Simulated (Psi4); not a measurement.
**C2F4O (trifluoroacetyl fluoride): revPBE/cc-pVDZ**

Aim: the energy change on altering one bond length of C2F4O (trifluoroacetyl fluoride) at revPBE/cc-pVDZ, from 2 runs. 

The results are computed with Psi4 1.11.

### Step 1. The molecule

C2F4O has 7 atoms, charge 0, and is taken as a singlet. As SMILES, `O=C(F)C(F)(F)F`. The shape is that of a PBE0-D4/def2-TZVP optimisation.

Bond lengths: O1–C2 1.172 Å, C2–F3 1.326 Å, C2–C4 1.542 Å, C4–F5 1.330 Å, C4–F6 1.330 Å, C4–F7 1.318 Å. Angles: O1–C2–F3 124.0°, O1–C2–C4 126.4°, F3–C2–C4 109.5°, C2–C4–F5 109.8°, C2–C4–F6 109.8°, C2–C4–F7 110.2°, F5–C4–F6 108.7°, F5–C4–F7 109.1°, F6–C4–F7 109.1°.

### Step 2. Energy and gradient at revPBE/cc-pVDZ

The input, c2f4o.py:

```python
import psi4

psi4.set_memory(2200000000)
psi4.set_num_threads(1)
psi4.set_output_file('run.log', False)

mol = psi4.geometry("""
O      1.061180    -1.396170     0.701140
C      0.088980    -0.798110     0.435150
F     -1.136840    -1.201010     0.739860
C      0.018150     0.551850    -0.306440
F     -0.697880     0.418270    -1.418740
F     -0.564330     1.461580     0.468830
F      1.230750     0.963590    -0.619810
units angstrom
symmetry c1
""")

options = {'basis': 'cc-pVDZ', 'puream': True, 'e_convergence': 1e-09, 'd_convergence': 1e-08, 'scf_type': 'pk', 'dft_radial_points': 99, 'dft_spherical_points': 590}
psi4.set_options(options)

energy_value, wavefunction = psi4.gradient("revpbe", molecule=mol, return_wfn=True)
psi4.oeprop(wavefunction, "QUADRUPOLE", "LOWDIN_CHARGES", "MAYER_INDICES")
print('gradient / Eh bohr^-1')
print(energy_value.np.round(6))
print(f'energy = {wavefunction.energy():.10f} Eh')
```

Launch:

```console
$ python c2f4o.py
```

run.log:

```text
[...]
  Running in c1 symmetry.
[...]
  Nuclear repulsion =  336.982269552340540
[...]
  Multiplicity = 1
[...]
  Nalpha       = 28
  Nbeta        = 28
[...]
    Number of basis functions: 98
[...]
   @RKS iter   1:  -550.50350670026228    3.24246e-02   6.77541e-03 ADIIS/DIIS
[...]
   @RKS iter  13:  -550.65900568991265   -1.36424e-12   1.51637e-09 DIIS
[...]
  @RKS Final Energy:  -550.65900568991265
   => Energetics <=
    Nuclear Repulsion Energy =            336.9822695523405400
    One-Electron Energy =               -1432.3647522631631546
    Two-Electron Energy =                 605.8893692799656492
    DFT Exchange-Correlation Energy =     -61.1658922590556529
    Empirical Dispersion Energy =           0.0000000000000000
    VV10 Nonlocal Energy =                  0.0000000000000000
    Total Energy =                       -550.6590056899126466
[...]
  -Total Gradient:
     Atom            X                  Y                   Z
    ------   -----------------  -----------------  -----------------
       1       -0.041601640310     0.025858112461    -0.011522888682
       2        0.012149526708    -0.025254869511     0.013161789712
       3        0.028651774417     0.009871254618    -0.007377836918
       4       -0.000262866382     0.015882800800    -0.008756825004
       5        0.015908491692     0.002810913185     0.024566473321
       6        0.012963035136    -0.020160707575    -0.017008127528
       7       -0.027828405996    -0.008982760612     0.006925585551
[...]
 Multipole Moments:
 ------------------------------------------------------------------------------------
     Multipole            Electronic (a.u.)      Nuclear  (a.u.)        Total (a.u.)
 ------------------------------------------------------------------------------------
 L = 1.  Multiply by 2.5417464519 to convert [e a0] to [Debye]
 Dipole X            :         -1.1985511            0.9793085           -0.2192426
 Dipole Y            :          1.5273658           -1.3638575            0.1635083
 Dipole Z            :         -0.7647010            0.6885256           -0.0761754
 Magnitude           :                                                    0.2839102
 L = 2.  Multiply by 1.3450342976 to convert [e a0^2] to [Debye ang]
 Quadrupole XX       :       -175.9270868          148.3522879          -27.5747988
 Quadrupole XY       :         -1.6950025            2.6373636            0.9423611
[...]
```

On the terminal:

```text
gradient / Eh bohr^-1
[[-0.041602  0.025858 -0.011523]
 [ 0.01215  -0.025255  0.013162]
 [ 0.028652  0.009871 -0.007378]
 [-0.000263  0.015883 -0.008757]
 [ 0.015908  0.002811  0.024566]
 [ 0.012963 -0.020161 -0.017008]
 [-0.027828 -0.008983  0.006926]]
energy = -550.6590056899 Eh
```

Wall time 22 s (1 thread of Intel Xeon 6975P-C (Granite Rapids), shared host); peak memory 1.3 GiB.

### Step 3. The distorted shape, same level

The input, c2f4o.json:

```json
{
 "schema_name": "qcschema_input",
 "schema_version": 1,
 "molecule": {
  "schema_name": "qcschema_molecule",
  "schema_version": 2,
  "symbols": ["O", "C", "F", "C", "F", "F", "F"],
  "geometry": [1.31788744, -2.87180356, 1.50261951, -0.5193043, -1.74163396, 0.99997126, -2.83576838, -2.50300461, 1.5757897, -0.6531536, 0.80942072, -0.40143074, -2.0062542, 0.55699111, -2.50337311, -1.75388127, 2.52856127, 1.06361723, 2.32578043, 1.8209212, -1.17127115],
  "molecular_charge": 0,
  "molecular_multiplicity": 1,
  "fix_symmetry": "c1",
  "fix_com": true,
  "fix_orientation": true
 },
 "driver": "gradient",
 "model": {
  "method": "revpbe",
  "basis": "cc-pVDZ"
 },
 "keywords": {
  "puream": true,
  "e_convergence": 1e-09,
  "d_convergence": 1e-08,
  "scf_type": "pk",
  "dft_radial_points": 99,
  "dft_spherical_points": 590,
  "scf_properties": ["DIPOLE", "MULLIKEN_CHARGES", "QUADRUPOLE"]
 }
}
```

Launch:

```console
$ psi4 --qcschema c2f4o.json -n 1 --memory 2200MB
```

stdout, shortened:

```text
[...]
  Running in c1 symmetry.
[...]
  Nuclear repulsion =  323.089074132988173
[...]
  Multiplicity = 1
[...]
  Nalpha       = 28
  Nbeta        = 28
[...]
    Number of basis functions: 98
[...]
   @RKS iter   1:  -550.43982931128562   -2.33737e-01   7.12668e-03 DIIS/ADIIS
[...]
   @RKS iter  13:  -550.61678933481437   -9.09495e-13   2.97891e-09 DIIS
[...]
  @RKS Final Energy:  -550.61678933481437
   => Energetics <=
    Nuclear Repulsion Energy =            323.0890741329881735
    One-Electron Energy =               -1404.7245006415610078
    Two-Electron Energy =                 592.0253734106167940
    DFT Exchange-Correlation Energy =     -61.0067362368582735
    Empirical Dispersion Energy =           0.0000000000000000
    VV10 Nonlocal Energy =                  0.0000000000000000
    Total Energy =                       -550.6167893348143707
[...]
 Multipole Moments:
[...]
  Mulliken Charges: (a.u.)
   Center  Symbol    Alpha    Beta     Spin     Total
       1     O     4.04559  4.04559  0.00000 -0.09118
       2     C     2.89454  2.89454  0.00000  0.21091
       3     F     4.54514  4.54514  0.00000 -0.09027
       4     C     2.80262  2.80262  0.00000  0.39476
       5     F     4.53921  4.53921  0.00000 -0.07841
       6     F     4.53924  4.53924  0.00000 -0.07849
       7     F     4.63366  4.63366  0.00000 -0.26733
   Total alpha = 28.00000, Total beta = 28.00000, Total charge = -0.00000
[...]
  -Total Gradient:
     Atom            X                  Y                   Z
    ------   -----------------  -----------------  -----------------
       1       -0.037181235808     0.024459307099    -0.011056672276
       2       -0.009206799779    -0.024724286255     0.014355493651
       3        0.028449338144     0.005045471924    -0.004694685596
       4       -0.047046518686    -0.016813970058     0.012632945425
       5       -0.008961499501    -0.004645668761     0.011156540880
       6       -0.009822579020    -0.011344732415    -0.000981588168
       7        0.083804288421     0.028025806884    -0.021420900433
[...]
```

The result, in JSON:

```text
{
 "driver": "gradient",
 "model": {
  "method": "revpbe",
  "basis": "cc-pVDZ"
 },
 "success": true,
 "return_result": [-0.03718123580818089, 0.024459307098597005, -0.011056672275919638, -0.009206799779211738, -0.024724286255049688, 0.014355493651111106, 0.028449338143632652, 0.0050454719237525425, -0.0046946855956779, -0.04704651868635931, -0.016813970057625832, 0.012632945424755349, -0.008961499501034698, -0.004645668760574977, 0.011156540880092436, -0.009822579019879513, -0.011344732415404957, -0.0009815881679714478, 0.08380428842146093, 0.02802580688425811, -0.02142090043286684],
 "properties": {
  "calcinfo_nbasis": 98,
  "calcinfo_nmo": 98,
  "calcinfo_nalpha": 28,
  "calcinfo_nbeta": 28,
  "calcinfo_natom": 7,
  "nuclear_repulsion_energy": 323.0890741329882,
  "return_energy": -550.6167893348144,
  "return_gradient": [-0.03718123580818089, 0.024459307098597005, -0.011056672275919638, -0.009206799779211738, -0.024724286255049688, 0.014355493651111106, 0.028449338143632652, 0.0050454719237525425, -0.0046946855956779, -0.04704651868635931, -0.016813970057625832, 0.012632945424755349, -0.008961499501034698, -0.004645668760574977, 0.011156540880092436, -0.009822579019879513, -0.011344732415404957, -0.0009815881679714478, 0.08380428842146093, 0.02802580688425811, -0.02142090043286684],
  "scf_one_electron_energy": -1404.724500641561,
  "scf_two_electron_energy": 592.0253734106168,
  "scf_xc_energy": -61.00673623685827,
  "scf_dipole_moment": [-0.7949842476715858, -0.0473777810139806, 0.08118405980537702],
  "scf_total_energy": -550.6167893348144,
  "scf_total_gradient": [-0.03718123580818089, 0.024459307098597005, -0.011056672275919638, -0.009206799779211738, -0.024724286255049688, 0.014355493651111106, 0.028449338143632652, 0.0050454719237525425, -0.0046946855956779, -0.04704651868635931, -0.016813970057625832, 0.012632945424755349, -0.008961499501034698, -0.004645668760574977, 0.011156540880092436, -0.009822579019879513, -0.011344732415404957, -0.0009815881679714478, 0.08380428842146093, 0.02802580688425811, -0.02142090043286684],
  "scf_iterations": 13
 }
}
```

It took 21 s on 1 thread of Intel Xeon 6975P-C (Granite Rapids), shared host; peak memory 1.2 GiB.

### Step 4. Results

Level: revPBE/cc-pVDZ.

| quantity | value |
| --- | --- |
| first shape: total energy | -550.65901 Eh |
| first shape: dipole moment | 0.72 D |
| first shape: HOMO energy | -7.69 eV |
| first shape: LUMO energy | -2.31 eV |
| first shape: HOMO–LUMO gap | 5.38 eV |
| first shape: largest force on an atom | 2.588 eV/Å |
| distorted shape: total energy | -550.61679 Eh |
| distorted shape: dipole moment | 2.03 D |
| distorted shape: HOMO energy | -7.98 eV |
| distorted shape: LUMO energy | -2.70 eV |
| distorted shape: HOMO–LUMO gap | 5.28 eV |
| distorted shape: largest force on an atom | 4.676 eV/Å |
| energy change with the C4–F7 bond stretched from 1.318 to 1.714 Å | 1.149 eV |

**Reading.** With the C4–F7 bond stretched from 1.318 to 1.714 Å the energy rises by 1.15 eV (111 kJ/mol). The first shape isn't relaxed at this level, so the change isn't measured from a minimum. The largest force (first shape) is 2.59 eV/Å: the shape isn't a stationary point for this species at this level. Mulliken charges (distorted shape) run from -0.27 on F7 to +0.39 on C4.
